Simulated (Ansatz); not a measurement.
# C2H5AlFNOS: the cost of one run

Program: Ansatz 0.2.0. Level of theory: RKS PBE0-D4/STO-3G. These are calculated values, not measurements.

## 1. The starting structure

Bond lengths: F1–C2 1.346 Å, C2–N3 1.452 Å, N3–C4 1.390 Å, C4–S5 1.788 Å, C4–O6 1.332 Å, O6–Al7 1.890 Å, C2–H8 1.120 Å, C2–H9 1.092 Å, S5–H10 1.392 Å, Al7–H11 1.611 Å, Al7–H12 1.583 Å. Angles (14 of 15 angles, heavy atoms first): F1–C2–N3 109.6°, C2–N3–C4 119.9°, N3–C4–S5 113.5°, N3–C4–O6 121.3°, S5–C4–O6 125.2°, C4–O6–Al7 126.0°, F1–C2–H8 108.7°, F1–C2–H9 111.8°, N3–C2–H8 110.7°, N3–C2–H9 107.8°, C4–S5–H10 93.8°, O6–Al7–H11 118.4°, O6–Al7–H12 120.7°, H8–C2–H9 108.1°.

Coordinates:

```xyz
12

F    -2.5712   -1.8143   -1.6010
C    -1.3740   -1.3059   -1.2534
N    -1.5284   -0.4483   -0.0915
C    -0.4115    0.1436    0.4867
S    -0.7969    1.1480    1.9151
O     0.8060   -0.0286   -0.0253
Al    2.4090    0.7155    0.6439
H    -0.6744   -2.1520   -1.0312
H    -0.9388   -0.7066   -2.0564
H    -0.9677    2.3091    1.1669
H     2.3290    1.6736    1.9368
H     3.7958    0.4107   -0.0566
```

## 2. Relaxing the start

Input file input.yaml:

```yaml
crystal:
  periodic: [false, false, false]
  atoms:
    - { symbol: F, position_ang: [-2.5712, -1.8143, -1.601] }
    - { symbol: C, position_ang: [-1.374, -1.3059, -1.2534] }
    - { symbol: "N", position_ang: [-1.5284, -0.4483, -0.0915] }
    - { symbol: C, position_ang: [-0.4115, 0.1436, 0.4867] }
    - { symbol: S, position_ang: [-0.7969, 1.148, 1.9151] }
    - { symbol: O, position_ang: [0.806, -0.0286, -0.0253] }
    - { symbol: Al, position_ang: [2.409, 0.7155, 0.6439] }
    - { symbol: H, position_ang: [-0.6744, -2.152, -1.0312] }
    - { symbol: H, position_ang: [-0.9388, -0.7066, -2.0564] }
    - { symbol: H, position_ang: [-0.9677, 2.3091, 1.1669] }
    - { symbol: H, position_ang: [2.329, 1.6736, 1.9368] }
    - { symbol: H, position_ang: [3.7958, 0.4107, -0.0566] }
basis:
  gaussian: { orbitals: STO-3G }
hamiltonian:
  xc: pbe0
  dispersion: d4
relax:
  f_tol: 0.02
  max_steps: 40
scf:
  lower_state_search: "off"
```

Run with:

```
$ ansatz run input.yaml --threads 1 --pin off --max-ram 2048MiB --backend cpu --events-out ev --progress --plain --runs-dir out
```

**Question.** How long does this run take on 1 thread of Arm Neoverse V1, shared host, and how much memory does it need?

About 2.4 min, with a peak of 0.2 GiB.
